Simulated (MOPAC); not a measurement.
**One shape, several levels: C2H7BS2 (SMILES CCB(S)S)**

Wanted: a comparison of 3 runs (PM6, PM6-D3H4, PM7) of C2H7BS2. 

The results are computed with MOPAC 23.2.5.

9 further runs of the same task are left out: 4 that didn't finish, 5 set aside as unsound or not needed.

## 1. Starting point

C2H7BS2: 12 atoms, total charge 0, spin state singlet. SMILES: `CCB(S)S`. Geometry: a rough force-field guess. This is one conformer, not always the lowest.

Bond lengths: C1–C2 1.471 Å, C2–B3 1.614 Å, B3–S4 1.885 Å, B3–S5 1.861 Å, C1–H6 1.121 Å, C1–H7 1.127 Å, C1–H8 1.152 Å, C2–H9 1.140 Å, C2–H10 1.093 Å, S4–H11 1.470 Å, S5–H12 1.387 Å. Some angles: C1–C2–B3 111.9°, C2–B3–S4 116.4°, C2–B3–S5 120.9°, S4–B3–S5 122.5°, C1–C2–H9 105.7°, C1–C2–H10 109.8°, B3–C2–H9 110.9°, B3–C2–H10 109.7°, C2–C1–H6 114.4°, C2–C1–H7 112.9°.

## 2. Energy and gradient at PM6 (run 1)

calc.mop

```
PM6 1SCF BONDS GRADIENTS DISP AUX(PRECISION=6) THREADS=1
C2H7BS2, PM6

C      0.246700 1     1.467100 1     0.388900 1
C      0.808200 1     0.177400 1    -0.042800 1
B     -0.337500 1    -0.943700 1    -0.232700 1
S     -0.218700 1    -2.458600 1     0.882300 1
S     -1.618000 1    -0.785700 1    -1.574300 1
H     -0.345700 1     1.419800 1     1.339100 1
H      1.031300 1     2.265900 1     0.514300 1
H     -0.463000 1     1.900300 1    -0.408800 1
H      1.543400 1    -0.127400 1     0.773900 1
H      1.355200 1     0.306400 1    -0.980100 1
H     -1.131000 1    -1.844400 1     1.857900 1
H     -0.793900 1    -1.432400 1    -2.483600 1
```

Run with:

```bash
$ mopac calc.mop
```

calc.out:

```text
MOPAC v23.2.5
PM6 CALCULATION RESULTS
[...]
           Empirical Formula: C2 H7 B S2  =    12 atoms
      MOLECULAR POINT GROUP   :   C1
[...]
     SCF FIELD WAS ACHIEVED
[...]
                              SUM =        -17.86846 KCAL/MOL = FINAL HEAT OF FORMATION
          TOTAL ENERGY            =       -745.20918 EV
          ELECTRONIC ENERGY       =      -2708.03065 EV
          CORE-CORE REPULSION     =       1962.82147 EV
          COSMO AREA              =        145.88 SQUARE ANGSTROMS
          COSMO VOLUME            =        141.04 CUBIC ANGSTROMS
          GRADIENT NORM           =        123.68456          =       35.70466 PER ATOM
          IONIZATION POTENTIAL    =          9.060639 EV
          HOMO LUMO ENERGIES (EV) =         -9.061 -0.765
          NO. OF FILLED LEVELS    =         15
          MOLECULAR WEIGHT        =        106.0073         POINT GROUP:  C1
[...]
                             CARTESIAN COORDINATES
   1    C        0.246700000     1.467100000     0.388900000
   2    C        0.808200000     0.177400000    -0.042800000
   3    B       -0.337500000    -0.943700000    -0.232700000
   4    S       -0.218700000    -2.458600000     0.882300000
   5    S       -1.618000000    -0.785700000    -1.574300000
   6    H       -0.345700000     1.419800000     1.339100000
   7    H        1.031300000     2.265900000     0.514300000
   8    H       -0.463000000     1.900300000    -0.408800000
   9    H        1.543400000    -0.127400000     0.773900000
  10    H        1.355200000     0.306400000    -0.980100000
  11    H       -1.131000000    -1.844400000     1.857900000
  12    H       -0.793900000    -1.432400000    -2.483600000
[...]
              NET ATOMIC CHARGES AND DIPOLE CONTRIBUTIONS
  ATOM NO.   TYPE          CHARGE      No. of ELECS.   s-Pop       p-Pop       d-Pop
    1          C          -0.442338        4.4423     1.08078     3.36156
    2          C          -0.384292        4.3843     1.09891     3.28538
    3          B           0.483203        2.5168     1.09412     1.42268
    4          S          -0.464977        6.4650     1.93738     4.42023     0.10736
    5          S          -0.422247        6.4222     1.92825     4.38065     0.11335
    6          H           0.143538        0.8565     0.85646
    7          H           0.152196        0.8478     0.84780
    8          H           0.158576        0.8414     0.84142
    9          H           0.162587        0.8374     0.83741
   10          H           0.153907        0.8461     0.84609
   11          H           0.238531        0.7615     0.76147
   12          H           0.221316        0.7787     0.77868
 DIPOLE           X         Y         Z       TOTAL
 POINT-CHG.     1.201     2.024     0.291     2.371
 HYBRID        -0.297    -0.315    -0.026     0.434
 SUM            0.904     1.709     0.265     1.951
[...]
 * JOB ENDED NORMALLY *
[...]
```

Run time: 0.04 s. Hardware: 1 thread of Arm Neoverse N1, shared host.

## 3. Energy and forces at PM6-D3H4 (run 2)

input.mop

```
PM6-D3H4 1SCF BONDS GRADIENTS DISP THREADS=1 AUX(PRECISION=6)
C2H7BS2 charge 0

C      0.246700 1     1.467100 1     0.388900 1
C      0.808200 1     0.177400 1    -0.042800 1
B     -0.337500 1    -0.943700 1    -0.232700 1
S     -0.218700 1    -2.458600 1     0.882300 1
S     -1.618000 1    -0.785700 1    -1.574300 1
H     -0.345700 1     1.419800 1     1.339100 1
H      1.031300 1     2.265900 1     0.514300 1
H     -0.463000 1     1.900300 1    -0.408800 1
H      1.543400 1    -0.127400 1     0.773900 1
H      1.355200 1     0.306400 1    -0.980100 1
H     -1.131000 1    -1.844400 1     1.857900 1
H     -0.793900 1    -1.432400 1    -2.483600 1
```

Run with:

```bash
$ mopac input.mop
```

input.out (excerpt; [...] marks lines left out):

```text
MOPAC v23.2.5
PM6-D3H4 CALCULATION RESULTS
[...]
           Empirical Formula: C2 H7 B S2  =    12 atoms
      MOLECULAR POINT GROUP   :   C1
[...]
     SCF FIELD WAS ACHIEVED
[...]
                              SUM =        -12.40286 KCAL/MOL = FINAL HEAT OF FORMATION
          TOTAL ENERGY            =       -745.20918 EV
          ELECTRONIC ENERGY       =      -2708.03065 EV
          CORE-CORE REPULSION     =       1962.82147 EV
          COSMO AREA              =        145.88 SQUARE ANGSTROMS
          COSMO VOLUME            =        141.04 CUBIC ANGSTROMS
          GRADIENT NORM           =        120.09424          =       34.66822 PER ATOM
          IONIZATION POTENTIAL    =          9.060639 EV
          HOMO LUMO ENERGIES (EV) =         -9.061 -0.765
          NO. OF FILLED LEVELS    =         15
          MOLECULAR WEIGHT        =        106.0073         POINT GROUP:  C1
[...]
                             CARTESIAN COORDINATES
   1    C        0.246700000     1.467100000     0.388900000
   2    C        0.808200000     0.177400000    -0.042800000
[...]
              NET ATOMIC CHARGES AND DIPOLE CONTRIBUTIONS
  ATOM NO.   TYPE          CHARGE      No. of ELECS.   s-Pop       p-Pop       d-Pop
    1          C          -0.442338        4.4423     1.08078     3.36156
    2          C          -0.384292        4.3843     1.09891     3.28538
    3          B           0.483203        2.5168     1.09412     1.42268
    4          S          -0.464977        6.4650     1.93738     4.42023     0.10736
    5          S          -0.422247        6.4222     1.92825     4.38065     0.11335
    6          H           0.143538        0.8565     0.85646
    7          H           0.152196        0.8478     0.84780
    8          H           0.158576        0.8414     0.84142
    9          H           0.162587        0.8374     0.83741
   10          H           0.153907        0.8461     0.84609
   11          H           0.238531        0.7615     0.76147
   12          H           0.221316        0.7787     0.77868
 DIPOLE           X         Y         Z       TOTAL
 POINT-CHG.     1.201     2.024     0.291     2.371
 HYBRID        -0.297    -0.315    -0.026     0.434
 SUM            0.904     1.709     0.265     1.951
[...]
 * JOB ENDED NORMALLY *
[...]
```

It took 0.04 s on 1 thread of Arm Neoverse N1, shared host.

## 4. Energy and gradient at PM7 (run 3)

job.mop

```
PM7 1SCF DISP GRADIENTS BONDS AUX(PRECISION=9) THREADS=1
C2H7BS2, PM7

C 0.246700 1 1.467100 1 0.388900 1
C 0.808200 1 0.177400 1 -0.042800 1
B -0.337500 1 -0.943700 1 -0.232700 1
S -0.218700 1 -2.458600 1 0.882300 1
S -1.618000 1 -0.785700 1 -1.574300 1
H -0.345700 1 1.419800 1 1.339100 1
H 1.031300 1 2.265900 1 0.514300 1
H -0.463000 1 1.900300 1 -0.408800 1
H 1.543400 1 -0.127400 1 0.773900 1
H 1.355200 1 0.306400 1 -0.980100 1
H -1.131000 1 -1.844400 1 1.857900 1
H -0.793900 1 -1.432400 1 -2.483600 1
```

Run with:

```bash
$ mopac job.mop
```

job.out (excerpt; [...] marks lines left out):

```text
MOPAC v23.2.5
PM7 CALCULATION RESULTS
[...]
           Empirical Formula: C2 H7 B S2  =    12 atoms
      MOLECULAR POINT GROUP   :   C1
[...]
     SCF FIELD WAS ACHIEVED
[...]
                              SUM =        -10.94382 KCAL/MOL = FINAL HEAT OF FORMATION
          TOTAL ENERGY            =       -750.75420 EV
          ELECTRONIC ENERGY       =      -2675.80321 EV
          CORE-CORE REPULSION     =       1925.04901 EV
          COSMO AREA              =        145.88 SQUARE ANGSTROMS
          COSMO VOLUME            =        141.04 CUBIC ANGSTROMS
          GRADIENT NORM           =        118.20229          =       34.12206 PER ATOM
          IONIZATION POTENTIAL    =          8.982231 EV
          HOMO LUMO ENERGIES (EV) =         -8.982 -1.810
          NO. OF FILLED LEVELS    =         15
          MOLECULAR WEIGHT        =        106.0073         POINT GROUP:  C1
[...]
                             CARTESIAN COORDINATES
   1    C        0.246700000     1.467100000     0.388900000
   2    C        0.808200000     0.177400000    -0.042800000
[...]
              NET ATOMIC CHARGES AND DIPOLE CONTRIBUTIONS
  ATOM NO.   TYPE          CHARGE      No. of ELECS.   s-Pop       p-Pop       d-Pop
    1          C          -0.429193        4.4292     1.05076     3.37843
    2          C          -0.370500        4.3705     1.05787     3.31263
    3          B           0.288342        2.7117     0.74294     1.96872
    4          S          -0.341635        6.3416     1.90707     4.34096     0.09360
    5          S          -0.325093        6.3251     1.89545     4.32770     0.10194
    6          H           0.140794        0.8592     0.85921
    7          H           0.150014        0.8500     0.84999
    8          H           0.157596        0.8424     0.84240
    9          H           0.163546        0.8365     0.83645
   10          H           0.156526        0.8435     0.84347
   11          H           0.211300        0.7887     0.78870
   12          H           0.198304        0.8017     0.80170
 DIPOLE           X         Y         Z       TOTAL
 POINT-CHG.     0.957     1.539     0.320     1.841
 HYBRID         0.011     0.127     0.033     0.132
 SUM            0.968     1.666     0.354     1.959
[...]
 * JOB ENDED NORMALLY *
[...]
```

Wall time 0.04 s (1 thread of Arm Neoverse N1, shared host).

## 5. Overview of the runs

| run | level | heat of formation (kcal/mol) | dipole moment (D) | HOMO energy (eV) | LUMO energy (eV) | wall time |
| --- | --- | --- | --- | --- | --- | --- |
| 1 | PM6 | -17.87 | 1.95 | -9.06 | -0.77 | 0.04 s |
| 2 | PM6-D3H4 | -12.40 | 1.95 | -9.06 | -0.77 | 0.04 s |
| 3 | PM7 | -10.94 | 1.96 | -8.98 | -1.81 | 0.04 s |

## 6. Summary of results

```
                                        quantity           value
                             run 3: total energy    -27.58971 Eh
                            run 3: dipole moment          1.96 D
                              run 3: HOMO energy        -8.98 eV
                              run 3: LUMO energy        -1.81 eV
                            run 3: HOMO–LUMO gap         7.17 eV
                        run 3: dispersion energy    -3.64 kJ/mol
run 3: heat of formation at this unrelaxed shape  -10.9 kcal/mol
                 run 3: largest force on an atom      2.878 eV/Å
```

What this shows: The dipole moment (its size) runs from 1.95 D (PM6) to 1.96 D (PM7). The HOMO–LUMO gap runs from 7.17 eV (PM7) to 8.30 eV (PM6). Force-field and semi-empirical energies have zeros of their own, so their totals don't compare. All runs together took 0.12 s, the longest 0.04 s.
